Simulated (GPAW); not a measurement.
The system is GaF.

```xyz
2
Lattice="3.1659 0.0000 0.0000 0.0000 3.1659 0.0000 0.0000 0.0000 3.1659" Properties=species:S:1:pos:R:3 pbc="T T T"
Ga    0.0000    0.0000    0.0000
F     1.5830    1.5830    1.5830
```

The cell was built by a generator and needn't be a form met in nature.

- Program: GPAW 26.7.0
- Task: relaxation of cell and atoms
- Functional: RPBE
- Dispersion: D3
- Potentials or basis: the program's PAW data sets (release 1.2.1) made for this functional
- Cutoff: 800 eV
- Basis: pw
- k mesh: 8 × 8 × 8
- Occupations: fermi-dirac, width 0.05 eV
- Spin: no spin polarisation

At the start: pressure 10.3 GPa; volume 15.87 Å³/atom.

Task: Where does the relaxation end?

Result: Over 6 steps the energy falls by 95.1 meV/atom and the volume is 18.98 Å³/atom (+19.6 %); space group Pm-3m (No. 221, to 0.05 Å).

The path:
| step | energy change (eV) | largest force (eV/Å) | pressure (GPa) | volume (Å³) |
| --- | --- | --- | --- | --- |
| 1 | 0.0000 | 0.0000 | 10.30 | 31.73 |
| 2 | -0.0518 | 0.0000 | 9.47 | 32.43 |
| 3 | -0.0277 | 0.0000 | -6.62 | 43.78 |
| 4 | -0.1895 | 0.0000 | 0.53 | 37.85 |
| 5 | -0.1906 | 0.0000 | -1.10 | 38.21 |
| 6 | -0.1902 | 0.0000 | -0.02 | 37.97 |

Final structure:
```yaml
crystal:
  lattice:
    - [3.36095, 0.00000, 0.00000]
    - [0.00000, 3.36095, 0.00000]
    - [0.00000, 0.00000, 3.36095]
  atoms:
    - { symbol: Ga, position: [0.00000, 0.00000, 0.00000] }
    - { symbol: F, position: [0.50000, 0.50000, 0.50000] }
```

Caveat: the data sets keep Ga 3d, Li 1s and Be 1s frozen, and some such compounds lay over 1.5 % in volume off other programs; later steps reuse the first step's grids; the volume moved by over 15 % at a fixed basis, so the end points are rough.
